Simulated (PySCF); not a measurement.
**A gas-phase reaction: CH4SZn + FH → CH3FZn + H2S**

What reaction energy should one expect for `[CH3][Zn][SH]` + `F` → `[CH3][Zn][F]` + `S`?

Computed with PySCF 2.14.0; each step states its level. No surroundings beyond the atoms listed, unless a continuum is named. Atoms count from 0, parts from 1.

### Step 1. Starting point

Each species was relaxed by itself at PBE0-D3(BJ)/def2-SVPD.

### Step 2. Reaction energy: wB97M-D3(BJ)/def2-TZVPD

Job settings and geometry (Å):

```
{"job": {"kind": "react", "xc": "wB97M-D3(BJ)", "basis": "def2-TZVPD"}, "charge": 0, "multiplicity": 1}
-1 CH4SZn charge 0 multiplicity 1
C      0.416360     1.064020    -0.642300
Zn     0.040480    -0.495400     0.434680
S     -0.360180    -2.267010     1.675320
H     -0.373140     1.822970    -0.534790
H      0.489540     0.806240    -1.709480
H      1.367820     1.531820    -0.347530
H     -1.580890    -2.462660     1.124120

-1 FH charge 0 multiplicity 1
F      0.459560    -0.015740    -0.015620
H     -0.459560     0.015740     0.015620

+1 CH3FZn charge 0 multiplicity 1
C      0.365850     0.173050    -0.616860
Zn    -0.583350    -0.273570     0.988770
F     -1.461790    -0.691100     2.462520
H      0.239860     1.236950    -0.864400
H      1.441470    -0.025370    -0.504070
H     -0.002620    -0.420180    -1.466230

+1 H2S charge 0 multiplicity 1
S     -0.011080     0.615420     0.007530
H     -0.979360    -0.325210    -0.002130
H      0.970360    -0.311330    -0.011340
```

With the program's defaults for keys left out, this is: wB97M-D3(BJ)/def2-TZVPD reaction energy of separated species, gas phase.

The run is started by

```sh
OMP_NUM_THREADS=1 python cluster_run.py task.json out
```

This one command runs all jobs of the session in turn.

**Question.** The jobs that follow are: PBE0-D3(BJ)/def2-TZVPD reaction energy of separated species, gas phase; MP2/def2-TZVPD reaction energy of separated species, gas phase. Predict: reaction energy (wB97M-D3(BJ)/def2-TZVPD); ΔH, ΔG at 298 K (xTB thermal terms). Thermal terms come from harmonic xTB runs on each species.

**Answer**, as computed:

| quantity | value |
| --- | --- |
| reaction energy (wB97M-D3(BJ)/def2-TZVPD) | 2.29 kcal/mol |
| ΔH, ΔG at 298 K (xTB thermal terms) | +1.4, +2.2 kcal/mol |
| range of the reaction energy over the runs of this table | 2.29 to 4.27 kcal/mol |

**Reading.** The reaction is endothermic by 1.4 kcal/mol in the gas phase; dispersion gives +0.38, and xTB itself gave -22.81 for the electronic energy (xTB energies and thermal terms come from the earlier relaxation of each species, not shown). No barrier was sought. xTB and this level differ widely in the electronic energy, so what comes from xTB (the thermal terms above all) is less safe here. The reaction energy runs from 2.29 (wB97M-D3(BJ)/def2-TZVPD) to 4.27 kcal/mol (PBE0-D3(BJ)/def2-TZVPD).
